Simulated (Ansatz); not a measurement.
# GaF (F-43m) in Ansatz: reference runs

Aim: a first look at GaF with PBE, on the cell as given and on a disturbed one.

Program: Ansatz 0.2.0. These are calculated values, not measurements. Logs are shortened: lines on timing, memory, paths and dates and some standing lists are left out, and cuts for length are marked.

### 1 The structure

Symmetry: F-43m, No. 216, cubic system. The conventional cell has a = 5.692 Å, b = 5.692 Å, c = 5.692 Å, α = 90.00°, β = 90.00°, γ = 90.00°. Ga (site symmetry -43m) has 4 F at 2.46 Å as nearest neighbours. Around F (site symmetry -43m) lie 4 Ga at 2.46 Å.

The cell was built by a generator and needn't be a form met in nature.

### 2 Single point, PBE

Input file input.yaml:

```yaml
crystal:
  lattice:
    - [0.0, 2.84624, 2.84624]
    - [2.84624, 0.0, 2.84624]
    - [2.84624, 2.84624, 0.0]
  atoms:
    - { symbol: Ga, position: [0.25, 0.25, 0.25] }
    - { symbol: F, position: [0.0, 0.0, 0.0] }
kpoints:
  mp_grid: { grid: [8, 8, 8] }
scf:
  occupations: { method: fermi_dirac, width: 0.05 }
hamiltonian:
  xc: pbe
  pseudopotentials: { kind: all_electron, lapw: { basis_error: 0.001 } }
output:
  forces: true
  stress: true
  eigenvalues: true
  populations: true
```

Potentials or basis: all-electron LAPW, scalar-relativistic.

On the command line:

```console
> ansatz run input.yaml --threads 1 --pin off --max-ram 3072MiB --backend cpu --events-out ev --progress --plain --runs-dir out
```

Output:

```text
Warning: RAYON_NUM_THREADS=1 ignored (pool sized by the plan → 1); use --threads N
Ga: projections on atomic orbitals take those of the free atom 1s2 2s2 2p6 3s2 3p6 3d10 4s2 4p1, of charge +0.00 (hamiltonian.pseudopotentials.projection_atoms)
F: projections on atomic orbitals take those of the free atom 1s2 2s2 2p5, of charge +0.00 (hamiltonian.pseudopotentials.projection_atoms)
LAPW: plane waves up to 8.343 Å⁻¹, error target 1.0e-3 eV per atom; small_component_spin mean_spin; F in spheres of 1.140 Å, 7 of its electrons in bands, Dirac shells []; Ga in spheres of 1.325 Å, 21 of its electrons in bands, Dirac shells [] (how accurate: hamiltonian.pseudopotentials.lapw.basis_error, Limitations)
Engine: ansatz 0.2.0, x86_64-unknown-linux-gnu
Pseudopotentials: kind: all_electron
Pseudopotential: Ga, LAPW, valence charge 21, lapw/all_electron/scalar/gaussian/Ga, Koelling and Harmon's equation, gaussian nucleus
Pseudopotential: F, LAPW, valence charge 7, lapw/all_electron/scalar/gaussian/F, Koelling and Harmon's equation, gaussian nucleus
Functional definition: PBE
  parameter kappa = 0.804
  parameter beta = 0.06672455060314922
  exchange = pbe_x(kappa = kappa, mu = beta*pi^2/3)
  correlation = pbe_c(beta = beta)
Crystal: 2 atoms, lattice volume = 46.115 Å³
Basis set: ecut = 265.1989219235957 eV, 459 PW (Γ), exchange–correlation at level 2
Bands: 18, of which v1, the nominal top of the filled ones, is band 14 counted from 1 (13 counted from 0)
Symmetry: 24 space group operations
Space group: F-43m (ITA 216), of the structure as read, at distance tolerance 3.6e-5 Å
k-points: 29 of 512 (time reversal used)
Non-local potential: Ga, projectors of the file, none
Non-local potential: F, projectors of the file, none
Initial density: superposition of atomic densities (chi_scale 0.1, normalization cell, long waves kept (reshape's long-wave potential 0.03 eV rms))
Initial wavefunctions: plane waves of lowest kinetic energy (no species holds an atomic orbital)
Functional: x = pbe(κ = 0.804, μ = 0.2195149727645171), c = pbe(β = 0.06672455060314922)
iter 1 solved again at ethr=4.90e-3 eV; its pass at ethr=1.00e-1 eV (dr2=1.37e0 eV) is discarded
SCF iter   1: F=—  HF=-55619.815504 eV  |F-HF|=—  |Δ(HF+E_count)|=         —  Δρ=4.09e-2  dr2=1.37e0  ethr=4.90e-3  ⟨swp⟩=2.0  Hψ=3221  notcnv=0
preconditioner: auto → none  [insulator: Δε(μ)=3.071 eV  Ē_g=17.125 eV  σ=0.050 eV  W_gap=1.00  n_scr=14 (ndim 8)  ℏωp=24.5 eV  f_vac=0.198  D(μ)=0.00/eV (n_scr^D=0)  ε∞_Penn≈3.0]
SCF iter   2: F=—  HF=-55619.179004 eV  |F-HF|=—  |Δ(HF+E_count)|=   6.37e-1  Δρ=1.72e-2  dr2=1.63e-1  ethr=4.90e-3  ⟨swp⟩=3.0  Hψ=1743  notcnv=0
SCF iter   3: F=—  HF=-55618.680457 eV  |F-HF|=—  |Δ(HF+E_count)|=   4.99e-1  Δρ=1.01e-2  dr2=9.32e-2  ethr=5.83e-4  ⟨swp⟩=3.0  Hψ=1700  notcnv=0
SCF iter   4: F=—  HF=-55618.673328 eV  |F-HF|=—  |Δ(HF+E_count)|=   7.13e-3  Δρ=5.70e-3  dr2=2.48e-2  ethr=3.33e-4  ⟨swp⟩=3.0  Hψ=1646  notcnv=0
SCF iter   5: F=—  HF=-55618.660641 eV  |F-HF|=—  |Δ(HF+E_count)|=   1.27e-2  Δρ=3.84e-3  dr2=1.13e-2  ethr=8.87e-5  ⟨swp⟩=2.0  Hψ=1450  notcnv=0
iter 6 solved again at ethr=4.55e-7 eV; its pass at ethr=4.03e-5 eV (dr2=1.28e-4 eV) is discarded
SCF iter   6: F=—  HF=-55618.651784 eV  |F-HF|=—  |Δ(HF+E_count)|=   8.86e-3  Δρ=4.19e-4  dr2=1.27e-4  ethr=4.55e-7  ⟨swp⟩=2.0  Hψ=2556  notcnv=0
SCF iter   7: F=—  HF=-55618.651651 eV  |F-HF|=—  |Δ(HF+E_count)|=   1.33e-4  Δρ=1.24e-4  dr2=1.15e-5  ethr=4.54e-7  ⟨swp⟩=2.1  Hψ=1452  notcnv=0
SCF iter   8: F=—  HF=-55618.651639 eV  |F-HF|=—  |Δ(HF+E_count)|=   1.17e-5  Δρ=1.01e-5  dr2=7.19e-8  ethr=4.12e-8  ⟨swp⟩=2.3  Hψ=1467  notcnv=0
SCF iter   9: F=-55618.651639 eV  HF=-55618.651639 eV  |F-HF|=4.87e-10  |Δ(HF+E_count)|=   5.68e-8  Δρ=5.99e-7  dr2=2.37e-10  ethr=2.57e-10  ⟨swp⟩=3.0  Hψ=1511  notcnv=0
SCF 1 converged in 9 iterations: F = -55618.651639 eV  dr2 = 2.37e-10
SCF converged after 9 iterations
Free energy (F): -55618.651639 eV
Harris-Foulkes:  -55618.651639 eV  (|F-HF|=4.87e-10)
Internal energy: -55618.651639 eV  (E = F + TS)
E sigma→0 (E₀):  -55618.651639 eV
Fermi energy:    4.237669 eV
--- Per-component energies (eV) ---
  E_band       = -961.589027
  E_kinetic    = 56657.262057
  E_xc         = -2340.226481
  E_electrostatic = -109935.687215  (all electrons and nuclei)
  E_smearing   = -0.000000  (= −TS)
  E_closure    = 0.000000  (closes the sum)
  E_atoms      = -55611.126607  (free atoms, spherical and without spin; not in F)
  Σ components = -55618.651639   (vs F -55618.651639, Δ=0.00e0)
  Basis errors (estimates in eV, not in F): energy 4.2e-4 per atom: plane waves 4.0e-4 (2.4e-4 summed), levels above the bands 3.6e-87, relativity 2.4e-8, radial functions 2.0e-5, core shells 9.8e-9; eigenvalues (radial functions only) 2.9e-6; not estimated: angular momenta, meshes, grids; target (lapw.basis_error) 1.0e-3; muffin-tin radii F 1.140 Å, Ga 1.325 Å
--- Forces (eV/Å), atoms counted from 1 ---
  atom   1  Ga    -0.00000000     0.00000000    -0.00000000
  atom   2  F      0.00000000    -0.00000000     0.00000000
  max |Σ_I F_I| component: 3.47e-18 eV/Å
--- Stress (GPa, compression-positive) ---
        0.000839       0.000000       0.000000
        0.000000       0.000839      -0.000000
        0.000000      -0.000000       0.000839
  P = ⅓ Tr σ = 0.0008 GPa (0.008 kbar)
--- Band table (eV; the first three rows and the last of 29) ---
  k-point 0: bands = ["-139.3077", "-90.0442", "-90.0442", "-90.0442", "-18.7491", "-10.4099", "-10.4099", "-10.4099", "-10.3883", "-10.3883", "-0.8839", "-0.2010", "-0.2010", "-0.2010", "9.5836", "9.5836", "9.5836", "13.0020"]
  k-point 1: bands = ["-139.3077", "-90.0442", "-90.0442", "-90.0442", "-18.7428", "-10.4079", "-10.4079", "-10.4043", "-10.3883", "-10.3883", "-1.2589", "-0.2228", "-0.2228", "0.2912", "8.6985", "9.5850", "9.5850", "13.8035"]
  k-point 2: bands = ["-139.3077", "-90.0442", "-90.0442", "-90.0442", "-18.7275", "-10.4045", "-10.4045", "-10.3903", "-10.3866", "-10.3866", "-1.7022", "-0.2744", "-0.2744", "1.0485", "7.3148", "9.5688", "9.5688", "14.0332"]
  k-point 28: bands = ["-139.3077", "-90.0442", "-90.0442", "-90.0442", "-18.6922", "-10.3973", "-10.3954", "-10.3849", "-10.3798", "-10.3567", "-1.9121", "-0.7704", "-0.6786", "3.0489", "6.4193", "7.4237", "8.5028", "12.8452"]
--- Löwdin populations: 2 sites ---
  site symbol       q [e]
     0     Ga     30.5196
     1      F      9.4513
  spilling = 0.000729 (of n_electrons = 40.000000)
```

Wall time 17 s (1 thread of Intel Xeon at 2.50GHz (Skylake/Cascade Lake), shared host); peak memory 0.29 GiB.

Results:

```yaml
Free_energy: -55618.6516 eV
Pressure: 0.0 GPa
Band_gap_on_the_k_mesh: 2.27 eV, indirect (least direct gap 2.28 eV)
Loewdin_charges: Ga +0.48; F -0.45 e
```

A k mesh can miss the band edges. PBE gaps usually lie below the measured ones, often by a third to a half.

### 3 Single point, PBE (atoms moved at random, drawn with an rms of 0.05 Å)

Edit input.yaml of step 2 so:

```diff
@@ -6,4 +6,4 @@
   atoms:
-    - { symbol: Ga, position: [0.25, 0.25, 0.25] }
-    - { symbol: F, position: [0.0, 0.0, 0.0] }
+    - { symbol: Ga, position: [0.245508, 0.25659, 0.261341] }
+    - { symbol: F, position: [-0.004128, 0.013346, -0.001635] }
 kpoints:
```

Potentials or basis: all-electron LAPW, scalar-relativistic.

On the command line:

```console
> ansatz run input.yaml --threads 1 --pin off --max-ram 3072MiB --backend cpu --events-out ev --progress --plain --runs-dir out
```

Output:

```text
Warning: RAYON_NUM_THREADS=1 ignored (pool sized by the plan → 1); use --threads N
Ga: projections on atomic orbitals take those of the free atom 1s2 2s2 2p6 3s2 3p6 3d10 4s2 4p1, of charge +0.00 (hamiltonian.pseudopotentials.projection_atoms)
F: projections on atomic orbitals take those of the free atom 1s2 2s2 2p5, of charge +0.00 (hamiltonian.pseudopotentials.projection_atoms)
LAPW: plane waves up to 8.514 Å⁻¹, error target 1.0e-3 eV per atom; small_component_spin mean_spin; F in spheres of 1.119 Å, 7 of its electrons in bands, Dirac shells []; Ga in spheres of 1.303 Å, 21 of its electrons in bands, Dirac shells [] (how accurate: hamiltonian.pseudopotentials.lapw.basis_error, Limitations)
Engine: ansatz 0.2.0, x86_64-unknown-linux-gnu
Pseudopotentials: kind: all_electron
Pseudopotential: Ga, LAPW, valence charge 21, lapw/all_electron/scalar/gaussian/Ga, Koelling and Harmon's equation, gaussian nucleus
Pseudopotential: F, LAPW, valence charge 7, lapw/all_electron/scalar/gaussian/F, Koelling and Harmon's equation, gaussian nucleus
Functional definition: PBE
  parameter kappa = 0.804
  parameter beta = 0.06672455060314922
  exchange = pbe_x(kappa = kappa, mu = beta*pi^2/3)
  correlation = pbe_c(beta = beta)
Crystal: 2 atoms, lattice volume = 46.115 Å³
Basis set: ecut = 276.1882804951195 eV, 531 PW (Γ), exchange–correlation at level 2
Bands: 18, of which v1, the nominal top of the filled ones, is band 14 counted from 1 (13 counted from 0)
Symmetry: 1 space group operations
Space group: P1 (ITA 1), of the structure as read, at distance tolerance 3.6e-5 Å
k-points: 260 of 512 (time reversal used)
Non-local potential: Ga, projectors of the file, none
Non-local potential: F, projectors of the file, none
Initial density: superposition of atomic densities (chi_scale 0.1, normalization cell, long waves kept (reshape's long-wave potential 0.03 eV rms))
Initial wavefunctions: plane waves of lowest kinetic energy (no species holds an atomic orbital)
Functional: x = pbe(κ = 0.804, μ = 0.2195149727645171), c = pbe(β = 0.06672455060314922)
iter 1 solved again at ethr=5.13e-3 eV; its pass at ethr=1.00e-1 eV (dr2=1.44e0 eV) is discarded
SCF iter   1: F=—  HF=-55619.815013 eV  |F-HF|=—  |Δ(HF+E_count)|=         —  Δρ=4.20e-2  dr2=1.44e0  ethr=5.13e-3  ⟨swp⟩=2.0  Hψ=28959  notcnv=0
preconditioner: auto → none  [insulator: Δε(μ)=3.047 eV  Ē_g=17.126 eV  σ=0.050 eV  W_gap=1.00  n_scr=14 (ndim 8)  ℏωp=24.5 eV  f_vac=0.196  D(μ)=0.00/eV (n_scr^D=0)  ε∞_Penn≈3.0]
SCF iter   2: F=—  HF=-55619.178316 eV  |F-HF|=—  |Δ(HF+E_count)|=   6.37e-1  Δρ=1.83e-2  dr2=1.81e-1  ethr=5.13e-3  ⟨swp⟩=3.0  Hψ=15695  notcnv=0
SCF iter   3: F=—  HF=-55618.680196 eV  |F-HF|=—  |Δ(HF+E_count)|=   4.98e-1  Δρ=1.02e-2  dr2=9.53e-2  ethr=6.45e-4  ⟨swp⟩=3.0  Hψ=15211  notcnv=0
SCF iter   4: F=—  HF=-55618.673145 eV  |F-HF|=—  |Δ(HF+E_count)|=   7.05e-3  Δρ=5.88e-3  dr2=2.62e-2  ethr=3.40e-4  ⟨swp⟩=3.0  Hψ=14747  notcnv=0
SCF iter   5: F=—  HF=-55618.660458 eV  |F-HF|=—  |Δ(HF+E_count)|=   1.27e-2  Δρ=3.95e-3  dr2=1.19e-2  ethr=9.37e-5  ⟨swp⟩=2.0  Hψ=13000  notcnv=0
iter 6 solved again at ethr=4.90e-7 eV; its pass at ethr=4.25e-5 eV (dr2=1.37e-4 eV) is discarded
SCF iter   6: F=—  HF=-55618.651597 eV  |F-HF|=—  |Δ(HF+E_count)|=   8.86e-3  Δρ=4.36e-4  dr2=1.37e-4  ethr=4.90e-7  ⟨swp⟩=2.0  Hψ=23021  notcnv=0
SCF iter   7: F=—  HF=-55618.651462 eV  |F-HF|=—  |Δ(HF+E_count)|=   1.36e-4  Δρ=1.27e-4  dr2=1.19e-5  ethr=4.89e-7  ⟨swp⟩=2.0  Hψ=13006  notcnv=0
SCF iter   8: F=—  HF=-55618.651450 eV  |F-HF|=—  |Δ(HF+E_count)|=   1.14e-5  Δρ=1.78e-5  dr2=2.29e-7  ethr=4.27e-8  ⟨swp⟩=2.1  Hψ=13047  notcnv=0
SCF iter   9: F=-55618.651450 eV  HF=-55618.651450 eV  |F-HF|=1.57e-9  |Δ(HF+E_count)|=   1.57e-7  Δρ=8.87e-7  dr2=6.51e-10  ethr=8.17e-10  ⟨swp⟩=3.0  Hψ=13422  notcnv=0
SCF 1 converged in 9 iterations: F = -55618.651450 eV  dr2 = 6.51e-10
SCF converged after 9 iterations
Free energy (F): -55618.651450 eV
Harris-Foulkes:  -55618.651450 eV  (|F-HF|=1.57e-9)
Internal energy: -55618.651450 eV  (E = F + TS)
E sigma→0 (E₀):  -55618.651450 eV
Fermi energy:    4.237988 eV
--- Per-component energies (eV) ---
  E_band       = -961.599111
  E_kinetic    = 56657.272701
  E_xc         = -2340.229205
  E_electrostatic = -109935.694946  (all electrons and nuclei)
  E_smearing   = -0.000000  (= −TS)
  E_closure    = 0.000000  (closes the sum)
  E_atoms      = -55611.126607  (free atoms, spherical and without spin; not in F)
  Σ components = -55618.651450   (vs F -55618.651450, Δ=0.00e0)
  Basis errors (estimates in eV, not in F): energy 4.3e-4 per atom: plane waves 4.1e-4 (2.4e-4 summed), levels above the bands 3.6e-87, relativity 3.9e-8, radial functions 2.1e-5, core shells 1.7e-8; eigenvalues (radial functions only) 2.9e-6; not estimated: angular momenta, meshes, grids; target (lapw.basis_error) 1.0e-3; muffin-tin radii F 1.119 Å, Ga 1.303 Å
--- Forces (eV/Å), atoms counted from 1 ---
  atom   1  Ga    -0.00310296    -0.00720476     0.00370025
  atom   2  F      0.00310313     0.00720506    -0.00370021
  max |Σ_I F_I| component: 3.05e-7 eV/Å
--- Stress (GPa, compression-positive) ---
        0.010659      -0.025527       0.039235
       -0.025527       0.014073       0.023612
        0.039235       0.023612       0.010969
  P = ⅓ Tr σ = 0.0119 GPa (0.119 kbar)
--- Band table (eV; the first three rows and the last of 260) ---
  k-point 0: bands = ["-139.3074", "-90.0462", "-90.0449", "-90.0406", "-18.7516", "-10.4104", "-10.4101", "-10.4086", "-10.3880", "-10.3880", "-0.8846", "-0.2475", "-0.1894", "-0.1720", "9.5451", "9.5667", "9.6463", "13.0006"]
  k-point 1: bands = ["-139.3074", "-90.0462", "-90.0449", "-90.0406", "-18.7451", "-10.4086", "-10.4083", "-10.4028", "-10.3877", "-10.3875", "-1.2958", "-0.2136", "-0.1944", "0.2842", "8.7567", "9.5491", "9.5785", "13.8029"]
  k-point 2: bands = ["-139.3073", "-90.0462", "-90.0449", "-90.0406", "-18.7295", "-10.4058", "-10.4057", "-10.3881", "-10.3854", "-10.3848", "-1.7669", "-0.2683", "-0.2474", "1.0767", "7.3714", "9.5383", "9.5830", "14.0443"]
  k-point 259: bands = ["-139.3073", "-90.0462", "-90.0449", "-90.0406", "-18.7089", "-10.4037", "-10.4024", "-10.3823", "-10.3790", "-10.3690", "-2.0500", "-0.3903", "-0.3179", "1.9779", "5.8121", "9.4043", "9.5986", "13.5609"]
--- Löwdin populations: 2 sites ---
  site symbol       q [e]
     0     Ga     30.5195
     1      F      9.4513
  spilling = 0.000730 (of n_electrons = 40.000000)
```

It took 2.7 min on 1 thread of Intel Xeon at 2.50GHz (Skylake/Cascade Lake), shared host; peak memory 0.63 GiB.

What came out:

```
Free energy            : -55618.6515 eV
Pressure               : 0.0 GPa
Largest force          : 0.009 eV/Å
Band gap on the k mesh : 2.27 eV, indirect (least direct gap 2.28 eV)
Loewdin charges        : Ga +0.48; F -0.45 e
```

Forces in eV/Å, atoms in the order of the input:
```
Ga  -0.003 -0.007  0.004
F    0.003  0.007 -0.004
```

A k mesh can miss the band edges.
